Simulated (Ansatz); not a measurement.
# Na3TlCl4: the cost of one run

Program: Ansatz 0.2.0. Level of theory: DFT PBE, scalar-relativistic, plane waves, PAW. These are calculated values, not measurements.

**1. The starting structure**

The structure is tetragonal, space group I4/mmm (No. 139). The conventional cell has a = 6.051 Å, b = 6.051 Å, c = 11.782 Å, α = 90.00°, β = 90.00°, γ = 90.00°. Na (site symmetry 4/mmm) has 6 Cl at 2.72 to 3.03 Å as nearest neighbours. Around Na (site symmetry -4m2) lie 6 Cl at 2.95 to 3.03 Å. Tl (site symmetry 4/mmm) is surrounded by 6 Cl at 3.03 to 3.17 Å. Cl (site symmetry 4mm) is surrounded by 5 Na at 2.72 to 3.03 Å and 1 Tl at 3.17 Å. Cl (site symmetry mmm) has 4 Na at 2.95 to 3.03 Å and 2 Tl at 3.03 Å as nearest neighbours.

Coordinates:

```cif
data_structure
_symmetry_space_group_name_H-M 'P 1'
_symmetry_Int_Tables_number 1
_cell_length_a 7.2808
_cell_length_b 7.2808
_cell_length_c 7.2808
_cell_angle_alpha 130.896
_cell_angle_beta 130.896
_cell_angle_gamma 71.979
_cell_volume 215.67
loop_
_atom_site_label
_atom_site_type_symbol
_atom_site_fract_x
_atom_site_fract_y
_atom_site_fract_z
_atom_site_occupancy
Na1 Na 0.00000 0.00000 0.00000 1
Na2 Na 0.25000 0.75000 0.50000 1
Na3 Na 0.75000 0.25000 0.50000 1
Tl1 Tl 0.50000 0.50000 0.00000 1
Cl1 Cl 0.76882 0.76882 0.00000 1
Cl2 Cl 0.23118 0.23118 0.00000 1
Cl3 Cl 0.00000 0.50000 0.50000 1
Cl4 Cl 0.50000 0.00000 0.50000 1
```

It is the end of an earlier relaxation with the same method, from a generated guess; it is a trial structure. At a tolerance of 0.02 Å it has space group I4/mmm (No. 139); it has 26.96 Å³/atom, an uncorrected energy of -1.60 eV/atom over the elements.

**2. Electronic structure at the relaxed geometry**

File input.yaml:

```yaml
crystal:
  lattice:
    - [-3.0253192, 3.0253192, 5.891048]
    - [3.0253192, -3.0253192, 5.891048]
    - [3.0253192, 3.0253192, -5.891048]
  atoms:
    - { symbol: Na, position: [0.0, 0.0, 0.0] }
    - { symbol: Na, position: [0.25, 0.75, 0.5] }
    - { symbol: Na, position: [0.75, 0.25, 0.5] }
    - { symbol: Tl, position: [0.5, 0.5, 0.0] }
    - { symbol: Cl, position: [0.76882, 0.76882, 0.0] }
    - { symbol: Cl, position: [0.23118, 0.23118, 0.0] }
    - { symbol: Cl, position: [0.0, 0.5, 0.5] }
    - { symbol: Cl, position: [0.5, 0.0, 0.5] }
basis:
  ecutwfc: 420
kpoints:
  mp_grid: { grid: [6, 6, 6] }
  band_path:
    path:
      - [[0.0, 0.0, 0.0], [0.0, 0.0, 0.5], [0.25, 0.25, 0.25], [0.0, 0.5, 0.0], [0.0, 0.0, 0.0], [0.5, 0.5, -0.5], [0.31593216, 0.68406784, -0.31593216]]
      - [[-0.31593216, 0.31593216, 0.31593216], [0.0, 0.0, 0.0]]
      - [[0.0, 0.0, 0.5], [-0.13186432, 0.13186432, 0.5]]
      - [[0.5, 0.5, -0.13186432], [0.5, 0.5, -0.5]]
    npoints: 14
hamiltonian:
  xc: pbe
scf:
  occupations: { method: gaussian, width: 0.02 }
  n_extra_bands: 20
output:
  forces: true
  stress: true
  eigenvalues: true
  populations: true
  dos: { projected: true, de: 0.02, nscf_kmesh: { grid: [9, 9, 9] } }
  bader: true
  write_density: true
  write_potential: true
  elf: true
  volumetric_format: npy
```

Run with:

```bash
$ ansatz run input.yaml --threads 4 --pin off --max-ram 8192MiB --backend cpu --events-out ev --progress --plain --runs-dir out
```

Q: Estimate wall time and peak memory on 4 threads of Intel Xeon Platinum 8259CL at 2.50GHz (Skylake/Cascade Lake), shared host.

About 46 s, with a peak of 1.2 GiB.
